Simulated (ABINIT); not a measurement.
## HfB: band structure with PBE

The system is HfB.

```
Hf B
1.0
     0.00000    2.31000    2.31000
     2.31000    0.00000    2.31000
     2.31000    2.31000    0.00000
Hf B
1 1
Direct
  0.50000 0.50000 0.50000
  0.00000 0.00000 0.00000
```

```json
{
  "Program": "ABINIT 10.8.3 (patched build)",
  "Task": "band structure",
  "Functional": "PBE",
  "Potentials or basis": "JTH PAW PBE v2.0",
  "Cutoff": "517 eV",
  "k mesh": "10 × 10 × 10",
  "Occupations": "fermi-dirac, width 0.05 eV",
  "Spin": "spin-orbit coupling, no magnetisation",
  "Fine-grid cutoff": "1034.03 eV"
}
```

```json
{"Pressure": "30.2 GPa", "Band gap on the k mesh": "none (metal or under the smearing width)", "Valence electrons inside the program's atomic spheres": "Hf 9.76; B 1.83"}
```

Levels at the corners of the path, in eV from the Fermi level:
```csv
point,band 14,band 15,band 16,band 17,band 18,band 19
Γ,2.10,2.38,2.38,3.82,3.82,4.05
X,-0.95,2.21,2.21,2.65,2.65,6.25
W,-1.32,-1.02,-1.02,5.51,5.51,5.55
K,-1.14,0.32,0.32,3.13,3.13,6.85
Γ,2.10,2.38,2.38,3.82,3.82,4.05
L,-1.43,-1.32,-1.32,6.50,6.50,6.55
U,-1.14,0.32,0.32,3.13,3.13,6.85
W,-1.32,-1.02,-1.02,5.51,5.51,5.55
L,-1.43,-1.32,-1.32,6.50,6.50,6.55
K,-1.14,0.32,0.32,3.13,3.13,6.85
```

Run time: 2.5 min on 1 thread of Arm Neoverse V1 (shared host), peak memory 0.16 GiB.

Caveat: a pressure of tens of GPa on the cell as given is suspect, and the run, the potentials or the cell itself is likely at fault.
